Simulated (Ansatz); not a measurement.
Geometry optimisation, DFT PBE, scalar-relativistic, plane waves, PAW in Ansatz.

The input (input.yaml):

```yaml
crystal:
  lattice:
    - [5.9, 0.0, 0.0]
    - [-4.425, 7.664325, 0.0]
    - [0.0, 0.0, 4.6846]
  atoms:
    - { symbol: Ti, position: [0.0, 0.0, 0.0] }
    - { symbol: Ti, position: [0.1666667, 0.2222222, 0.5] }
    - { symbol: Ti, position: [0.0, 0.3333333, 0.0] }
    - { symbol: Ti, position: [0.1666667, 0.5555556, 0.5] }
    - { symbol: Ti, position: [0.0, 0.6666667, 0.0] }
    - { symbol: Ti, position: [0.1666667, 0.8888889, 0.5] }
    - { symbol: Ti, position: [0.5, 0.0, 0.0] }
    - { symbol: Ti, position: [0.6666667, 0.2222222, 0.5] }
    - { symbol: Ti, position: [0.5, 0.3333333, 0.0] }
    - { symbol: Ti, position: [0.6666667, 0.5555556, 0.5] }
    - { symbol: Ti, position: [0.5, 0.6666667, 0.0] }
    - { symbol: Ti, position: [0.6666667, 0.8888889, 0.5] }
    - { symbol: Li, position: [0.1751464, 0.5525156, 0.8839341] }
basis:
  ecutwfc: 420.0
kpoints:
  mp_grid: { grid: [3, 2, 3] }
hamiltonian:
  xc: pbe
scf:
  occupations: { method: fermi_dirac, width: 0.1 }
  lower_state_search: "off"
relax:
  f_tol: 0.08
  max_steps: 25
  adjacent_minimum: "off"
output:
  write_density: true
  write_potential: true
  elf: true
  volumetric_format: npy
```

Run as:

```bash
$ ansatz run input.yaml --threads 2 --pin off --max-ram 5120MiB --backend cpu --events-out ev --progress --plain --runs-dir out
```

Problem. Where does it end, and by what steps?

Solution. The forces met the threshold. Limits of this set-up: coarse k mesh, a small cell, in which the defect meets its images, a typed lattice constant that wasn't relaxed here. After 10 steps the energy has fallen by 5.075 eV; Li13 moved furthest, 0.96 Å.

```tsv
step	energy less start (eV)	largest force component (eV/Å)	accepted
0	0.0000	5.348	yes
1	-1.9797	3.703	yes
2	-3.7533	1.681	yes
3	-4.4251	0.331	yes
4	-4.5237	0.204	yes
5	-4.6260	0.245	yes
6	-4.7339	0.327	yes
7	-4.8927	0.393	yes
8	-5.0478	0.149	yes
9	-5.0673	0.099	yes
10	-5.0753	0.041	yes
```

```xyz
13
Lattice="5.9000 0.0000 0.0000 -4.4250 7.6643 0.0000 0.0000 0.0000 4.6846" Properties=species:S:1:pos:R:3
Ti 0.092 0.120 0.096
Ti 0.154 1.724 2.612
Ti -1.533 2.160 0.762
Ti -1.406 4.780 1.673
Ti -3.099 5.210 -0.169
Ti -3.026 6.818 2.350
Ti 2.893 -0.109 0.138
Ti 2.786 1.642 2.687
Ti 1.439 2.657 0.200
Ti 1.510 4.286 2.231
Ti 0.176 5.301 -0.250
Ti 0.072 7.054 2.305
Li -1.471 3.469 3.560
```

Whether the end is a true minimum wasn't checked by a vibrational analysis.

The run took 96 s on 2 threads of Intel(R) Xeon(R) Platinum 8488C (Sapphire Rapids) (shared host), peak memory 0.71 GiB.
